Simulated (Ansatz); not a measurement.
# RbVF3: the cost of one run

Computed with Ansatz 0.2.0 (DFT PBEsol+U (U = 4 eV, J = 0.7 eV on V d), plane waves, PAW, unless a step's input says otherwise).

## Step 1: The starting structure

It takes space group Pm-3m (No. 221, cubic). The conventional cell has a = 4.182 Å, b = 4.182 Å, c = 4.182 Å, α = 90.00°, β = 90.00°, γ = 90.00°. Rb (site symmetry m-3m) has 12 F at 2.96 Å as nearest neighbours. Around V (site symmetry m-3m) lie 6 F at 2.09 Å. F (site symmetry 4/mmm) has 2 V at 2.09 Å and 4 Rb at 2.96 Å as nearest neighbours.

Coordinates:

```
CELL_PARAMETERS angstrom
4.18200 0.00000 0.00000
0.00000 4.18200 0.00000
0.00000 0.00000 4.18200
ATOMIC_POSITIONS crystal
Rb 0.00000 0.00000 0.00000
V 0.50000 0.50000 0.50000
F 0.50000 0.50000 0.00000
F 0.00000 0.50000 0.50000
F 0.50000 0.00000 0.50000
```

Magnetic order typed: ferromagnetic.

## Step 2: From atoms, symmetry kept, no search

input.yaml reads:

```yaml
crystal:
  lattice:
    - [4.18199968, 0.0, 0.0]
    - [0.0, 4.18199968, 0.0]
    - [0.0, 0.0, 4.18199968]
  atoms:
    - { symbol: Rb, position: [0.0, 0.0, 0.0] }
    - { symbol: V, position: [0.5, 0.5, 0.5], spin: 3.0, spin_axis: [1.0, 0.0, 0.0] }
    - { symbol: F, position: [0.5, 0.5, 0.0] }
    - { symbol: F, position: [0.0, 0.5, 0.5] }
    - { symbol: F, position: [0.5, 0.0, 0.5] }
basis:
  ecutwfc: 420
  ecutrho_ratio: 4
kpoints:
  mp_grid: { grid: [5, 5, 5] }
hamiltonian:
  xc: pbesol
  hubbard: { sites: [{ site: 1, l: d, u: 4.0, j: 0.7 }] }
scf:
  occupations: { method: gaussian, width: 0.05 }
  lower_state_search: "off"
  max_iter: 150
output:
  forces: true
  stress: true
  eigenvalues: true
  populations: true
  hubbard: { sites: [{ site: 1, l: d }] }
magnetization:
  noncollinear: true
  spin_orbit: true
```

This run includes spin–orbit coupling.

The run is started by

```console
> ansatz run input.yaml --threads 4 --pin off --max-ram 6144MiB --backend cpu --events-out ev --progress --plain --runs-dir out
```

Q: Estimate wall time and peak memory on 4 threads of Arm Neoverse V1, shared host.

About 16 s, with a peak of 0.77 GiB.
